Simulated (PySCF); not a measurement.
# ZrCl4 (zirconium tetrachloride) at 6 levels

Aim: a comparison of 6 runs (BHLYP/def2-SVP, BLYP/def2-SVP, PBE/def2-SVP, TPSS/def2-SVP, wB97X/def2-SVP, CCSD(T)/def2-SVP) of ZrCl4 (zirconium tetrachloride). The job is set up through a Python script.

Program for the calculation: PySCF 2.14.0.

2 further runs of the same task are left out: 2 set aside as unsound or not needed.

## 1. The system as given

ZrCl4: 5 atoms, total charge 0, spin state singlet. SMILES: `Cl[Zr](Cl)(Cl)Cl`. The coordinates come from a PBE0-D4/def2-TZVP relaxation.

Bond lengths: Cl1–Zr2 2.316 Å, Zr2–Cl3 2.316 Å, Zr2–Cl4 2.316 Å, Zr2–Cl5 2.316 Å. Angles: Cl1–Zr2–Cl3 109.5°, Cl1–Zr2–Cl4 109.5°, Cl1–Zr2–Cl5 109.5°, Cl3–Zr2–Cl4 109.5°, Cl3–Zr2–Cl5 109.5°, Cl4–Zr2–Cl5 109.5°.

## 2. A single-point energy at BHLYP/def2-SVP (core potential) (run 1)

start.xyz reads:

```xyz
5
Cl4Zr
Cl    -0.109970    -0.230800     2.301810
Zr     0.000020     0.000000    -0.000020
Cl     1.545400    -1.499220    -0.853260
Cl    -2.081750    -0.430080    -0.919260
Cl     0.646280     2.160110    -0.529270
```

calc.py reads:

```python
from pyscf import gto, dft

mol = gto.M(
    atom='start.xyz',
    verbose=4,
    basis='def2-svp',
    ecp={'Zr': 'def2-svp'},
    max_memory=1860,
    charge=0,
)

mf = dft.RKS(mol, xc='bhandhlyp')
mf.grids.level = 5
mf.conv_tol = 1e-10
mf.kernel()
if not mf.converged:
    mf = mf.newton().run(mf.mo_coeff, mf.mo_occ)

e_tot = mf.e_tot
print('E = %.10f Eh' % e_tot)
```

On the command line:

```sh
$ OMP_NUM_THREADS=1 python calc.py
```

The program printed:

```text
PySCF version 2.14.0

[INPUT] num. atoms = 5
[INPUT] num. electrons = 80
[INPUT] charge = 0
[INPUT] spin (= nelec alpha-beta = 2S) = 0
[INPUT] symmetry False subgroup None
[INPUT] Mole.unit = angstrom
[INPUT] Symbol           X                Y                Z      unit          X                Y                Z       unit  Magmom
[INPUT]  1 Cl    -0.109970000000  -0.230800000000   2.301810000000 AA   -0.207813181918  -0.436148789550   4.349790490785 Bohr   0.0
[INPUT]  2 Zr     0.000020000000   0.000000000000  -0.000020000000 AA    0.000037794522   0.000000000000  -0.000037794522 Bohr   0.0
[INPUT]  3 Cl     1.545400000000  -1.499220000000  -0.853260000000 AA    2.920382752903  -2.833115200470  -1.612427713046 Bohr   0.0
[INPUT]  4 Cl    -2.081750000000  -0.430080000000  -0.919260000000 AA   -3.933937359813  -0.812733411653  -1.737149637268 Bohr   0.0
[INPUT]  5 Cl     0.646280000000   2.160110000000  -0.529270000000 AA    1.221292199784   4.082016298934  -1.000175345949 Bohr   0.0

nuclear repulsion = 429.068128142603
number of shells = 43
number of NR pGTOs = 201
number of NR cGTOs = 103
basis = def2-svp
ecp = {'Zr': 'def2-svp'}

******** <class 'pyscf.dft.rks.RKS'> ********
method = RKS
initial guess = minao
damping factor = 0
level_shift factor = 0
DIIS = <class 'pyscf.scf.diis.CDIIS'>
diis_start_cycle = 1
diis_space = 8
diis_damp = 0
SCF conv_tol = 1e-10
SCF conv_tol_grad = None
SCF max_cycles = 50
direct_scf = True
direct_scf_tol = 1e-13
XC library pyscf.dft.libxc version 7.0.0
    S. Lehtola, C. Steigemann, M. J.T. Oliveira, and M. A.L. Marques.,  SoftwareX 7, 1–5 (2018)
XC functionals = bhandhlyp
    Defined through Gaussian implementation.
radial grids:
    Treutler-Ahlrichs [JCP 102, 346 (1995); DOI:10.1063/1.469408] (M4) radial grids

becke partition: Becke, JCP 88, 2547 (1988); DOI:10.1063/1.454033
pruning grids: <function nwchem_prune>
grids dens level: 5
symmetrized grids: False
atomic radii adjust function: <function treutler_atomic_radii_adjust>
small_rho_cutoff = 0
Set gradient conv threshold to 1e-05
Initial guess from minao.
tot grids = 220600
init E= -1881.46336690964
  HOMO = -0.568555064661168  LUMO = -0.373291909473502  gap/eV = 5.31338
cycle= 1 E= -1887.36511210967  delta_E= -5.9  |g|= 0.724  |ddm|= 4.06
  HOMO = -0.367114134554177  LUMO = 0.0323523048683362  gap/eV = 10.87004
cycle= 2 E= -1887.32697898228  delta_E= 0.0381  |g|= 0.759  |ddm|= 1.81
  HOMO = -0.388623534501026  LUMO = -0.0582281991135985  gap/eV = 8.99052
cycle= 3 E= -1887.50884724317  delta_E= -0.182  |g|= 0.103  |ddm|= 1.03
  HOMO = -0.403096490522097  LUMO = -0.0607101127544207  gap/eV = 9.31681
cycle= 4 E= -1887.51156009183  delta_E= -0.00271  |g|= 0.0216  |ddm|= 0.143
  HOMO = -0.400473504968792  LUMO = -0.0590842337956583  gap/eV = 9.28968
cycle= 5 E= -1887.51167655588  delta_E= -0.000116  |g|= 0.00307  |ddm|= 0.0263
  HOMO = -0.400729446367645  LUMO = -0.0589174102818566  gap/eV = 9.30118
cycle= 6 E= -1887.51167972688  delta_E= -3.17e-06  |g|= 0.000939  |ddm|= 0.00366
  HOMO = -0.400729145018903  LUMO = -0.0590163395191687  gap/eV = 9.29848
cycle= 7 E= -1887.51168015955  delta_E= -4.33e-07  |g|= 9.56e-05  |ddm|= 0.00194
  HOMO = -0.400730934546042  LUMO = -0.0589963530053247  gap/eV = 9.29907
cycle= 8 E= -1887.51168017075  delta_E= -1.12e-08  |g|= 1.33e-05  |ddm|= 0.000353
  HOMO = -0.40073077728541  LUMO = -0.0589925474678557  gap/eV = 9.29917
cycle= 9 E= -1887.51168017083  delta_E= -8.59e-11  |g|= 5.61e-07  |ddm|= 2.69e-05
  HOMO = -0.400730819874924  LUMO = -0.0589927092524251  gap/eV = 9.29917
Extra cycle  E= -1887.51168017082  delta_E= 7.28e-12  |g|= 5.31e-07  |ddm|= 1.42e-06
converged SCF energy = -1887.51168017082
E = -1887.5116801708 Eh
```

Wall time 32 s (1 thread of Intel Xeon at 2.50GHz (Skylake/Cascade Lake), shared host); peak memory 0.56 GiB.

## 3. A single-point energy at BLYP/def2-SVP (core potential) (run 2)

geometry.xyz reads:

```xyz
5
Cl4Zr
Cl    -0.109970    -0.230800     2.301810
Zr     0.000020     0.000000    -0.000020
Cl     1.545400    -1.499220    -0.853260
Cl    -2.081750    -0.430080    -0.919260
Cl     0.646280     2.160110    -0.529270
```

run.py reads:

```python
from pyscf import gto, dft

molecule = gto.Mole()
molecule.atom = 'geometry.xyz'
molecule.basis = 'def2-svp'
molecule.ecp = {'Zr': 'def2-svp'}
molecule.max_memory = 1860
molecule.verbose = 3
molecule.build()

myscf = dft.RKS(molecule, xc='blyp')
myscf.grids.level = 5
myscf.conv_tol = 1e-10
myscf.kernel()
if not myscf.converged:
    myscf = myscf.newton().run(myscf.mo_coeff, myscf.mo_occ)

e_tot = myscf.e_tot
print('E(%s) = %.9f' % ('BLYP', e_tot))
```

On the command line:

```sh
$ OMP_NUM_THREADS=1 python run.py
```

The program printed:

```text
converged SCF energy = -1887.55650868822
E(BLYP) = -1887.556508688
```

Wall time 39 s (1 thread of Intel Xeon at 2.50GHz (Skylake/Cascade Lake), shared host); peak memory 0.56 GiB.

Run 3 isn't shown in full; the table further down has it.

## 4. A single-point energy at TPSS/def2-SVP (core potential) (run 4)

job.py reads:

```python
# Cl[Zr](Cl)(Cl)Cl
from pyscf import gto, dft

mol = gto.M(
    atom=[
    ('Cl', (-0.109970, -0.230800, 2.301810)),
    ('Zr', (0.000020, 0.000000, -0.000020)),
    ('Cl', (1.545400, -1.499220, -0.853260)),
    ('Cl', (-2.081750, -0.430080, -0.919260)),
    ('Cl', (0.646280, 2.160110, -0.529270)),
],
    basis='def2-svp',
    ecp={'Zr': 'def2-svp'},
    max_memory=1860,
    verbose=4,
    charge=0,
)

mf = dft.RKS(mol)
mf.xc = 'tpss'
mf.grids.level = 5
mf.conv_tol = 1e-10
mf.kernel()
if not mf.converged:
    mf = mf.newton().run(mf.mo_coeff, mf.mo_occ)

e_final = mf.e_tot
print('E = %.10f Eh' % e_final)
```

On the command line:

```sh
$ OMP_NUM_THREADS=1 python job.py
```

The program printed:

```text
PySCF version 2.14.0

[INPUT] num. atoms = 5
[INPUT] num. electrons = 80
[INPUT] charge = 0
[INPUT] spin (= nelec alpha-beta = 2S) = 0
[INPUT] symmetry False subgroup None
[INPUT] Mole.unit = angstrom
[INPUT] Symbol           X                Y                Z      unit          X                Y                Z       unit  Magmom
[INPUT]  1 Cl    -0.109970000000  -0.230800000000   2.301810000000 AA   -0.207813181918  -0.436148789550   4.349790490785 Bohr   0.0
[INPUT]  2 Zr     0.000020000000   0.000000000000  -0.000020000000 AA    0.000037794522   0.000000000000  -0.000037794522 Bohr   0.0
[INPUT]  3 Cl     1.545400000000  -1.499220000000  -0.853260000000 AA    2.920382752903  -2.833115200470  -1.612427713046 Bohr   0.0
[INPUT]  4 Cl    -2.081750000000  -0.430080000000  -0.919260000000 AA   -3.933937359813  -0.812733411653  -1.737149637268 Bohr   0.0
[INPUT]  5 Cl     0.646280000000   2.160110000000  -0.529270000000 AA    1.221292199784   4.082016298934  -1.000175345949 Bohr   0.0

nuclear repulsion = 429.068128142603
number of shells = 43
number of NR pGTOs = 201
number of NR cGTOs = 103
basis = def2-svp
ecp = {'Zr': 'def2-svp'}

******** <class 'pyscf.dft.rks.RKS'> ********
method = RKS
initial guess = minao
damping factor = 0
level_shift factor = 0
DIIS = <class 'pyscf.scf.diis.CDIIS'>
diis_start_cycle = 1
diis_space = 8
diis_damp = 0
SCF conv_tol = 1e-10
SCF conv_tol_grad = None
SCF max_cycles = 50
direct_scf = True
direct_scf_tol = 1e-13
XC library pyscf.dft.libxc version 7.0.0
    S. Lehtola, C. Steigemann, M. J.T. Oliveira, and M. A.L. Marques.,  SoftwareX 7, 1–5 (2018)
XC functionals = tpss
    J. Tao, J. P. Perdew, V. N. Staroverov, and G. E. Scuseria.,  Phys. Rev. Lett. 91, 146401 (2003)
    J. Tao, J. P. Perdew, V. N. Staroverov, and G. E. Scuseria.,  Phys. Rev. Lett. 91, 146401 (2003)
radial grids:
    Treutler-Ahlrichs [JCP 102, 346 (1995); DOI:10.1063/1.469408] (M4) radial grids

becke partition: Becke, JCP 88, 2547 (1988); DOI:10.1063/1.454033
pruning grids: <function nwchem_prune>
grids dens level: 5
symmetrized grids: False
atomic radii adjust function: <function treutler_atomic_radii_adjust>
small_rho_cutoff = 0
Set gradient conv threshold to 1e-05
[... 1 set-up line as earlier in the session ...]
tot grids = 220600
init E= -1881.81809703139
  HOMO = -0.508518601335433  LUMO = -0.42364455088279  gap/eV = 2.30954
cycle= 1 E= -1886.28338893381  delta_E= -4.47  |g|= 2.36  |ddm|= 4.65
  HOMO = -0.194642341847355  LUMO = 0.0406746565880171  gap/eV = 6.40330
cycle= 2 E= -1885.02194575078  delta_E= 1.26  |g|= 2.91  |ddm|= 5.37
  HOMO = -0.286932475772663  LUMO = -0.0599432857148341  gap/eV = 6.17669
cycle= 3 E= -1887.65711981662  delta_E= -2.64  |g|= 0.318  |ddm|= 3.59
  HOMO = -0.314659208581152  LUMO = -0.138863396092149  gap/eV = 4.78365
cycle= 4 E= -1887.68544269165  delta_E= -0.0283  |g|= 0.124  |ddm|= 0.66
  HOMO = -0.314129493346252  LUMO = -0.124484927377565  gap/eV = 5.16049
cycle= 5 E= -1887.69008498323  delta_E= -0.00464  |g|= 0.0185  |ddm|= 0.164
  HOMO = -0.311548184648547  LUMO = -0.122390861402854  gap/eV = 5.14723
cycle= 6 E= -1887.6901657206  delta_E= -8.07e-05  |g|= 0.00186  |ddm|= 0.0228
  HOMO = -0.311561540219797  LUMO = -0.122217732069212  gap/eV = 5.15231
cycle= 7 E= -1887.69016666085  delta_E= -9.4e-07  |g|= 0.000607  |ddm|= 0.00259
  HOMO = -0.311563902246447  LUMO = -0.122264853333603  gap/eV = 5.15109
cycle= 8 E= -1887.69016677754  delta_E= -1.17e-07  |g|= 4.93e-05  |ddm|= 0.000589
  HOMO = -0.311564260133592  LUMO = -0.122268292624708  gap/eV = 5.15101
cycle= 9 E= -1887.6901667781  delta_E= -5.57e-10  |g|= 2.74e-05  |ddm|= 7.62e-05
  HOMO = -0.311566205589583  LUMO = -0.122270263534336  gap/eV = 5.15100
cycle= 10 E= -1887.69016677836  delta_E= -2.62e-10  |g|= 9.56e-07  |ddm|= 3.64e-05
  HOMO = -0.311566113975383  LUMO = -0.122270103092875  gap/eV = 5.15101
cycle= 11 E= -1887.69016677836  delta_E= 1.36e-12  |g|= 1.12e-07  |ddm|= 1.17e-06
  HOMO = -0.311566119172429  LUMO = -0.122270087189597  gap/eV = 5.15101
Extra cycle  E= -1887.69016677836  delta_E= -9.09e-13  |g|= 2.21e-07  |ddm|= 3.14e-07
converged SCF energy = -1887.69016677836
E = -1887.6901667784 Eh
```

It took 66 s on 1 thread of Intel Xeon at 2.50GHz (Skylake/Cascade Lake), shared host; peak memory 0.56 GiB.

Run 5 isn't shown in full; the table further down has it.

## 5. A single-point energy at CCSD(T)/def2-SVP (core potential) (run 6)

input.py reads:

```python
# Cl[Zr](Cl)(Cl)Cl
from pyscf import gto, cc

mol = gto.M(
    atom='''
Cl    -0.109970    -0.230800     2.301810
Zr     0.000020     0.000000    -0.000020
Cl     1.545400    -1.499220    -0.853260
Cl    -2.081750    -0.430080    -0.919260
Cl     0.646280     2.160110    -0.529270
''',
    charge=0,
    max_memory=1860,
    basis='def2-svp',
    verbose=3,
    ecp={'Zr': 'def2-svp'},
)

mf = mol.RHF()
mf.conv_tol = 1e-10
mf.kernel()
if not mf.converged:
    mf = mf.newton().run(mf.mo_coeff, mf.mo_occ)

mycc = cc.CCSD(mf, frozen=20)
mycc.kernel()
e_t = mycc.ccsd_t()
energy = mycc.e_tot + e_t
print('E = %.10f Eh' % energy)
```

On the command line:

```sh
$ OMP_NUM_THREADS=1 python input.py
```

The program printed:

```text
converged SCF energy = -1884.28659243673
E(CCSD) = -1885.090667615645  E_corr = -0.8040751789193326
CCSD(T) correction = -0.0266445110635552
E = -1885.1173121267 Eh
```

Run time: 94 s. Hardware: 1 thread of Intel Xeon at 2.50GHz (Skylake/Cascade Lake), shared host; peak memory 0.64 GiB.

## 6. Overview of the runs

```csv
run,level,integration grid,frozen core orbitals,energy (Eh),dipole moment (D) of the reference,HOMO energy (eV),LUMO energy (eV),wall time
1,BHLYP/def2-SVP (core potential),5,–,-1887.511680,0.00,-10.90,-1.61,32 s
2,BLYP/def2-SVP (core potential),5,–,-1887.556509,0.00,-8.00,-3.07,39 s
3,PBE/def2-SVP (core potential),5,–,-1886.863333,0.00,-8.27,-3.31,35 s
4,TPSS/def2-SVP (core potential),5,–,-1887.690167,0.00,-8.48,-3.33,66 s
5,wB97X/def2-SVP (core potential),5,–,-1887.593080,0.00,-12.08,-0.52,68 s
6,CCSD(T)/def2-SVP (core potential),–,20,-1885.117312,0.00,-13.01,1.03,94 s
```

## 7. Outcome

| quantity | value |
| --- | --- |
| run 6: total energy | -1885.11731 Eh |
| run 6: dipole moment (Hartree–Fock density) | 0.00 D |
| run 6: HOMO energy (Hartree–Fock orbitals) | -13.01 eV |
| run 6: LUMO energy (Hartree–Fock orbitals) | 1.03 eV |
| run 6: HOMO–LUMO gap (Hartree–Fock orbitals) | 14.04 eV |
| run 6: correlation energy (20 core orbitals frozen) | -830.7 mEh |
| run 6: (T) correction | -26.64 mEh |
| run 6: T1 diagnostic | 0.016 |

Over runs 1, 2, 3, 4, 5 the HOMO–LUMO gap runs from 4.93 eV (BLYP/def2-SVP) to 11.56 eV (wB97X/def2-SVP). Totals of different functionals can't be ranked against each other. All runs together took 5.6 min, the longest 94 s.
